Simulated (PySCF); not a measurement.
# C5H9NO (N-Formylpyrrolidine): the cost of one run

Computed with PySCF 2.14.0, with density-fitted response routines of our own, on a single molecule, in the gas phase or a continuum. Atoms count from 0, in the outputs and in this text.

**1. The starting structure**

16 atoms, charge 0, multiplicity 1; geometry from: GFN2-xTB. The atoms were then displaced at random by about 0.01 Å, so the start is not that level's minimum.

Bonds of the start (Å): O0–C1 1.20, C1–N2 1.35, N2–C3 1.42, C3–C4 1.56, C4–C5 1.52, C5–C6 1.54, C6–N2 1.43, C1–H7 1.11, C3–H8 1.12, C3–H9 1.07, C4–H10 1.10, C4–H11 1.07, C5–H12 1.08, C5–H13 1.09, C6–H14 1.10, C6–H15 1.08.

**2. Relaxing the molecule at PBE0-D3(BJ)/def2-TZVP**

The job: settings as JSON, then the geometry in Å.

```
{"job": {"xc": "PBE0", "basis": "def2-TZVP", "d3": "d3bj", "grid": 2, "shake": 0.01, "kind": "geom"}, "charge": 0, "multiplicity": 1}
O      2.743240     1.364860     0.140010
C      2.179020     0.331380    -0.113170
N      0.849590     0.106100    -0.041890
C     -0.040890     1.144830     0.354890
C     -1.434270     0.556950    -0.038500
C     -1.220900    -0.933890     0.153430
C      0.217500    -1.141640    -0.357700
H      2.761290    -0.557960    -0.437360
H     -0.006530     1.319870     1.457730
H      0.165710     2.074910    -0.140190
H     -2.246880     0.949680     0.597910
H     -1.646630     0.785570    -1.066100
H     -1.301220    -1.185740     1.204470
H     -1.957300    -1.538130    -0.382090
H      0.206500    -1.308360    -1.443860
H      0.712720    -1.970790     0.123150
```

The run is started by

```console
> OMP_NUM_THREADS=1 python probes_run.py task.json out
```

The driver reads the jobs from task.json and runs them one after another.

**Question.** How long does this first job take on 1 thread of Intel Xeon 6975P-C, shared host, and how much memory does it need?

About 3.2 min, with a peak of 1.3 GiB.
